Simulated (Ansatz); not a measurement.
**C₂H₃ClFIn: a ladder of functionals and wavefunction methods**

An exercise on one series of results from a longer session: the logs are not shown, and one member is left open.

Program: Ansatz 0.2.0, Gaussian basis. Level of theory: functionals in def2-TZVPP, the program's frozen cores in correlated methods. These are calculated values, not measurements.

The runs, in order: LDA (SPW92), PBE-D4, revPBE-D4, BLYP-D4, r2SCAN-D4, B97M-V, PBE0-D4, B3LYP-D4, r2SCANh-D4, r2SCAN0-D4, HSE06-D4, BHLYP-D4, CAM-B3LYP-D4, LC-ωPBE, ωB97X-V, ωB97M-V, B2PLYP, PBE-QIDH; CCSD(T)/def2-SVP; CCSD(T)/def2-TZVPP; MP2/def2-QZVPP; extrapolation to the limit; RPA on PBE.

**Structure used throughout**

An earlier PBE0-D4 in a triple-zeta def2 set relaxation fixed the geometry. In takes the def2 core potential; no spin-orbit term is included.

8 atoms, charge 0, spin multiplicity 1.

Atoms are counted from 1 here; the program's logs count them from 0.

Bond lengths: C1–C2 1.328 Å, C1–H6 1.088 Å, C1–H7 1.086 Å, C2–In3 2.103 Å, C2–H8 1.085 Å, In3–F4 1.949 Å, In3–Cl5 2.308 Å. Angles: C2–C1–H6 121.2°, C2–C1–H7 122.7°, H6–C1–H7 116.0°, C1–C2–In3 120.1°, C1–C2–H8 120.5°, In3–C2–H8 119.4°, C2–In3–F4 116.8°, C2–In3–Cl5 132.7°, F4–In3–Cl5 110.5°.

As a file:

```xyz
8
charge 0, multiplicity 1
C    -0.96431   -0.23241    1.18101
C     0.22662    0.19391    0.77527
In    0.73242    0.12795   -1.26509
F    -0.61538   -0.57752   -2.48378
Cl    2.63018    0.73966   -2.42766
H    -1.24468   -0.20620    2.23200
H    -1.71175   -0.62420    0.49792
H     0.94690    0.57882    1.49033
```

Set-up of the first run:

Input file in.yaml:

```yaml
crystal:
  periodic: [false, false, false]
  atoms:
    - {symbol: C, position_ang: [-0.964307, -0.232409, 1.181011]}
    - {symbol: C, position_ang: [0.226615, 0.193907, 0.775272]}
    - {symbol: In, position_ang: [0.732422, 0.127950, -1.265088]}
    - {symbol: F, position_ang: [-0.615375, -0.577522, -2.483781]}
    - {symbol: Cl, position_ang: [2.630177, 0.739656, -2.427656]}
    - {symbol: H, position_ang: [-1.244680, -0.206202, 2.231996]}
    - {symbol: H, position_ang: [-1.711748, -0.624200, 0.497922]}
    - {symbol: H, position_ang: [0.946895, 0.578820, 1.490334]}
basis:
  gaussian: {orbitals: def2-TZVPP}
hamiltonian: {xc: lda}
output: {orbitals: {seedname: orbitals}}
```

Among the steps run: LDA; PBE-D4 (GGA); revPBE-D4 (GGA); BLYP-D4 (GGA); r2SCAN-D4 (meta-GGA); B97M-V (meta-GGA); PBE0-D4 (hybrid); B3LYP-D4 (hybrid); r2SCANh-D4 (hybrid); r2SCAN0-D4 (hybrid); HSE06-D4 (hybrid); BHLYP-D4 (hybrid); CAM-B3LYP-D4 (range-separated); LC-ωPBE (range-separated); ωB97X-V (range-separated); ωB97M-V (range-separated); B2PLYP (double hybrid); PBE-QIDH (double hybrid).

One table of the session follows, with a row left open; its other results are not shown here.

It belongs to the step «Orbital energies across the functionals». 

| functional | HOMO (eV) | LUMO (eV) | gap (eV) |
| --- | --- | --- | --- |
| LDA (SPW92) | -7.54 | -2.99 | 4.55 |
| PBE-D4 | -7.36 | -2.70 | 4.67 |
| revPBE-D4 | -7.30 | -2.58 | 4.72 |
| BLYP-D4 | -7.22 | -2.61 | 4.61 |
| r2SCAN-D4 | -7.68 | -2.52 | 5.16 |
| B97M-V | -7.74 | -2.58 | 5.16 |
| PBE0-D4 | -8.72 | -1.87 | 6.84 |
| B3LYP-D4 | -8.48 | -2.13 | 6.34 |
| r2SCANh-D4 | -8.18 | -2.22 | 5.96 |
| r2SCAN0-D4 | -8.92 | -1.78 | 7.15 |
| HSE06-D4 | -8.32 | -2.24 | 6.07 |
| BHLYP-D4 | -9.83 | -1.09 | 8.74 |
| CAM-B3LYP-D4 | -10.07 | -0.95 | 9.11 |
| LC-ωPBE | -11.39 | 0.20 | 11.59 |
| ωB97X-V | ? | ? | ? |
| ωB97M-V | -10.91 | -0.13 | 10.78 |

Q: Estimate the row for ωB97X-V from the others.

The run gave: HOMO (eV): -11.04; LUMO (eV): 0.08; gap (eV): 11.12. In the column «HOMO (eV)» it lies between LC-ωPBE (-11.39) and ωB97M-V (-10.91).
